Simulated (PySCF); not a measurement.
# Germanium: the same states on changed settings

Aim: see what changed settings do to total energies and their difference. The change: a valence shell is frozen, unsound on purpose. A sound run of the same states serves as the yardstick.

Program: PySCF 2.14.0. Level of theory: unrestricted determinants in a Gaussian basis, no spin-orbit coupling in the energies. These are calculated values, not measurements, unless marked.

**1. Starting point**

| Property | Result |
| --- | --- |
| Element | germanium (Z = 32) |
| Basis | cc-pVDZ-PP with ECP10MDF |
| Hamiltonian | scalar relativity through the core potential |
| State 1 | Ge: [Ar] 3d10 4s2 4p2, high-spin 3P determinant |
| Methods | MP2, CCSD(T) |
| Core shells frozen in the correlated runs | valence: 3s2 3p6 3d10 4s2 (for Ge) |

The outer shells:

Ge [Ar] 3d10 4s2 4p2
```
[Ar] core
3d [↑↓][↑↓][↑↓][↑↓][↑↓]
4s [↑↓]
4p [↑ ][↑ ][  ]
```

The sound run (cc-pVDZ-PP with ECP10, scalar relativity through the core potential, symmetry-adapted start, fine grid, valence correlation) gave:

```tsv
species	method	energy (hartree)
Ge	UHF	-293.34108
Ge	M06-2X	-294.65347
Ge	LDA	-294.04243
Ge	MP2 (valence)	-293.38110
Ge	CCSD(T) (valence)	-293.39766
Ge⁺	UHF	-293.06884
Ge⁺	M06-2X	-294.37190
Ge⁺	LDA	-293.75047
Ge⁺	MP2 (valence)	-293.09969
Ge⁺	CCSD(T) (valence)	-293.11518
```

The runs were made by one driver on top of PySCF. The scripts below sum up each run's settings (the driver also hands on starting orbitals that pick excited configurations, and frozen orbitals as a list rather than a count), and the logs come from the driver's own runs. The driver starts from symmetry-adapted Hartree-Fock orbitals, holds the occupation by maximum overlap and uses a logarithmic radial grid for functionals, so a plain start would take other cycles.

The driver's launch:

```sh
OMP_NUM_THREADS=1 python atomrun2.py TASK.json OUT
```

The integrals over 23 functions and the set-up took 0.07 s of CPU time.

**2. Changed run, Ge: the ladder of methods**

**MP2 (valence)**

File input.py:

```python
from pyscf import gto, scf, dft, mp, cc
import basis_set_exchange as bse
txt = bse.get_basis("cc-pVDZ-PP", elements=["Ge"], fmt="nwchem", header=False)
cut = txt.index("\nECP")
mol = gto.M(atom="Ge 0 0 0", charge=0, spin=2, symmetry="D2h",
            basis=gto.basis.parse(txt[:cut]),
            ecp={"Ge": gto.basis.parse_ecp(txt[cut:])})
mf = scf.UHF(mol)
mf.irrep_nelec = {'Ag': (4, 4), 'B1g': (1, 1), 'B2g': (1, 1), 'B3g': (1, 1), 'B1u': (2, 1), 'B2u': (2, 1), 'B3u': (1, 1)}
mf.kernel()
mp.UMP2(mf, frozen=10).kernel()
```

The driver printed no log here.

It took 0.01 s on 1 thread of Neoverse-V1, shared host, the integrals not counted.

With 2 electrons correlated, the MP2 correlation energy is -0.00383 hartree (-0.00383 same spin, 0.00000 opposite spin); the SCS form gives -0.00128. Largest pairs of shells: 4p-4p -0.0038.

**CCSD(T) (valence)**

input.py differs from the last one in:

```diff
@@ -10,2 +10,3 @@
 mf.kernel()
-mp.UMP2(mf, frozen=10).kernel()
+mycc = cc.CCSD(mf, frozen=10).run()
+mycc.ccsd_t()
```

What it wrote:

```text
CC2 = 0
CCSD nocc = (np.int64(2), np.int64(0)), nmo = (13, 13)
frozen orbitals [[0, 1, 2, 3, 4, 5, 6, 7, 8, 9], [0, 1, 2, 3, 4, 5, 6, 7, 8, 9]]
max_cycle = 100
direct = 0
conv_tol = 1e-08
conv_tol_normt = 1e-06
diis_space = 8
diis_start_cycle = 0
Init t2, MP2 energy = -0.00382716626385351
Init E_corr(UCCSD) = -0.00382716626385365
cycle = 1  E_corr(UCCSD) = -0.00503383955103477  dE = -0.00120667329  norm(t1,t2) = 0.0156787
cycle = 2  E_corr(UCCSD) = -0.00541237516584602  dE = -0.000378535615  norm(t1,t2) = 0.00499586
cycle = 3  E_corr(UCCSD) = -0.00558714007153653  dE = -0.000174764906  norm(t1,t2) = 0.00160578
cycle = 4  E_corr(UCCSD) = -0.00558634832142757  dE = 7.91750109e-07  norm(t1,t2) = 5.9295e-05
cycle = 5  E_corr(UCCSD) = -0.00558640660464213  dE = -5.82832146e-08  norm(t1,t2) = 2.0202e-06
cycle = 6  E_corr(UCCSD) = -0.00558639039209042  dE = 1.62125517e-08  norm(t1,t2) = 2.05648e-07
cycle = 7  E_corr(UCCSD) = -0.00558638812939891  dE = 2.26269151e-09  norm(t1,t2) = 5.14176e-08
UCCSD converged
E(UCCSD) = -293.3466678510674  E_corr = -0.005586388129398909
```

Time after the integrals: 0.04 s (1 thread of Neoverse-V1, shared host).

CCSD correlation -0.00559 hartree, triples 0.00000; total -293.346668. T1 = 0.001, largest double amplitude 0.057. With two correlated electrons the triples vanish and CCSD is exact in this space.

**3. What moved**

```tsv
species	method	converged	energy less sound run (eV)
Ge	MP2 (valence)	yes	+0.9849
Ge	CCSD(T) (valence)	yes	+1.3876
```

Ionisation energy of Ge:

```tsv
method	sound run (eV)	changed run (eV)	shift (eV)
UHF	7.408	7.408	+0.000
MP2	7.658	7.512	-0.146
SCS-MP2	7.594	7.443	-0.151
CCSD	7.680	7.560	-0.119
CCSD(T)	7.687	7.560	-0.127
```

**4. Summary of results**

```
                                 quantity                      value
                                   change  a valence shell is frozen
                           runs converged                     2 of 2
largest shift of a converged total energy                    1.39 eV
   largest shift of the ionisation energy        -0.151 eV (SCS-MP2)
```

The ionisation energy moves by up to 0.15 eV, at SCS-MP2. Freezing a valence shell removes pair correlation that changes on ionisation. The setting is unsound on purpose, so these numbers are no properties of the atom.
